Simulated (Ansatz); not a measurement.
# LaP: a single-point run

Wanted: a converged single-point run for LaP, and a check of what comes out. The structure is shown as the input types it. The cell is built on a prototype (CsCl type) and needn't be the phase found in nature.

Computed with Ansatz 0.2.0 (density functional or hybrid calculation with the settings of its input, plane waves (as first typed), unless a step's input says otherwise).

2 further runs of the same task are left out: 1 for a known fault of the program, 1 that didn't finish.

**1. Starting point**

It takes space group Pm-3m (No. 221, cubic). Conventional cell: a = 3.650 Å, b = 3.650 Å, c = 3.650 Å, α = 90.00°, β = 90.00°, γ = 90.00°. Around La (site symmetry m-3m) lie 8 P at 3.16 Å. P (site symmetry m-3m) has 8 La at 3.16 Å as nearest neighbours.

Structure file:

```cif
data_structure
_symmetry_space_group_name_H-M 'Pm-3m'
_symmetry_Int_Tables_number 221
_cell_length_a 3.6497
_cell_length_b 3.6497
_cell_length_c 3.6497
_cell_angle_alpha 90.000
_cell_angle_beta 90.000
_cell_angle_gamma 90.000
_cell_volume 48.61
loop_
_atom_site_label
_atom_site_type_symbol
_atom_site_symmetry_multiplicity
_atom_site_Wyckoff_symbol
_atom_site_fract_x
_atom_site_fract_y
_atom_site_fract_z
_atom_site_occupancy
La1 La 1 a 0.00000 0.00000 0.00000 1
P1 P 1 b 0.50000 0.50000 0.50000 1
```

**2. The calculation**

Input file input.yaml:

```yaml
crystal:
  lattice:
    - [3.6496601424, 0.0, 0.0]
    - [0.0, 3.6496601424, 0.0]
    - [0.0, 0.0, 3.6496601424]
  atoms:
    - { symbol: La, position: [0.0, 0.0, 0.0] }
    - { symbol: P, position: [0.5, 0.5, 0.5] }
kpoints:
  mp_grid: { grid: [6, 6, 6] }
hamiltonian:
  xc: pbesol
scf:
  occupations: { method: fermi_dirac, width: 0.02 }
  n_extra_bands: 5000
output:
  forces: true
  stress: true
  eigenvalues: true
```

Launch:

```
> ansatz run input.yaml --threads 4 --pin off --max-ram 3686MiB --backend cpu --events-out ev --progress --plain --runs-dir out
```

**Question.** How will this run end, and is anything wrong with its input?

The run ended at the input check. It says: «inconsistent input (scf.n_extra_bands, basis.ecutwfc, kpoints): n_bands = 5008 exceeds the smallest per-k basis n_pw = 916 (k-point 3, counted from 0 among those solved) — raise basis.ecutwfc or lower scf.n_extra_bands»

Look at the input: scf.n_extra_bands is 5000. The band count leaves no room above the highest filled state.

Remedy: set scf.n_extra_bands to 4.
